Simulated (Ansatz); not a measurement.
Run this with the Python package of Ansatz (0.2.0) and show what comes out.

`tlbi3.cif`
```cif
data_TlBi3
_cell_length_a 5.035145
_cell_length_b 5.035145
_cell_length_c 5.035145
_cell_angle_alpha 90.00000
_cell_angle_beta 90.00000
_cell_angle_gamma 90.00000
_symmetry_space_group_name_H-M 'P 1'
_symmetry_Int_Tables_number 1
loop_
_symmetry_equiv_pos_as_xyz
'x, y, z'
loop_
_atom_site_label
_atom_site_type_symbol
_atom_site_fract_x
_atom_site_fract_y
_atom_site_fract_z
Tl1 Tl    0.000000    0.000000    0.000000
Bi2 Bi    0.000000    0.500000    0.500000
Bi3 Bi    0.500000    0.000000    0.500000
Bi4 Bi    0.500000    0.500000    0.000000
```

The script, `tlbi3.py`:
```python
import csv

import ansatz
from ase.io import read

SETTINGS = {
    "sigma": 0.01,
    "scf_tol": 1e-08,
}

atoms = read("tlbi3.cif")
crystal = ansatz.Crystal.from_ase(atoms)

calc = crystal.calculation()
calc = calc.functional(ansatz.Functional.LDA).kpoints(5, center="gamma")
calc = calc.occupations(ansatz.OccupationsMethod.COLD, width=SETTINGS["sigma"]).scf(tolerance=SETTINGS["scf_tol"])
calc = calc.stress()

rows = []
for value in [250, 350, 450, 550, 650, 750]:
    report = calc.basis(value).run(threads=1, backend="cpu").report
    rows.append((value, report["free_energy_ev"] / len(report["lattice"]["sites"]), report["n_iterations"], sum(report["stress_gpa"][i][i] for i in range(3)) / 3, report["n_pw"]))

with open("ecut.csv", "w", newline="") as handle:
    writer = csv.writer(handle)
    writer.writerow(["cutoff (eV)", "F/atom (eV)", "iterations", "P (GPa)", "plane waves"])
    writer.writerows([round(v, 5) if isinstance(v, float) else v for v in row] for row in rows)

for row in rows[:-1]:
    shift = 1000 * (row[1] - rows[-1][1])
    print(f"{row[0]}: {shift:+.2f} meV/atom" + ("  (within 1 meV)" if abs(shift) < 1 else ""))
```

```console
$ python tlbi3.py
DeckWarning: basis.ecutwfc = 250 eV is below the records' recommended 420 eV, and the density's cutoff is lower with it unless basis.ecutrho_ratio is high enough to keep the records' density cutoff: compare with a run at a higher cutoff
DeckWarning: output.stress: scf.convergence.dr2_threshold = 1e-8 eV is looser than the 4e-10 eV advised for a printed stress (1e-10 eV for each atom of the cell: 4). What an SCF threshold leaves in a [...]
DeckWarning: basis.ecutwfc = 350 eV is below the records' recommended 420 eV, and the density's cutoff is lower with it unless basis.ecutrho_ratio is high enough to keep the records' density cutoff: compare with a run at a higher cutoff
250: +947.18 meV/atom
350: +4.31 meV/atom
450: +0.64 meV/atom  (within 1 meV)
550: +0.24 meV/atom  (within 1 meV)
650: +0.04 meV/atom  (within 1 meV)
```
(Warnings from the package without file and line, shortened.)

File `ecut.csv` afterwards:
```csv
cutoff (eV),F/atom (eV),iterations,P (GPa),plane waves
250,-11849.99124,7,-4.15054,1189
350,-11850.9341,8,-3.94299,1863
450,-11850.93777,8,-3.94865,2777
550,-11850.93818,8,-3.94866,3743
650,-11850.93837,8,-3.94889,4801
750,-11850.93841,8,-3.9489,6031
```

From 450 eV on it stays within 1 meV an atom of the value at 750 eV; the first row (250 eV) is off by 947.2 meV and the last but one by 0.04 meV. The energy falls steadily, as expected when plane waves are added. The pressure moves from -4.15 to -3.95 GPa (the program's stress holds a Pulay correction, so it settles early).

Notes:
- The mesh is modest for a metal, so energies can be off by several to tens of meV an atom and pressures by half a GPa or more; differences at equal mesh fare better.
- Pressure is positive in compression.
- Spin-orbit coupling, which matters for elements this heavy, is left out.
- This cell is a computed structure, which may not be the phase found in nature.
- Shifts are counted from the last row, which is itself no proven limit.
- Run time: 18 s on 1 thread of Arm Neoverse V2 (shared host), peak memory 0.57 GiB.
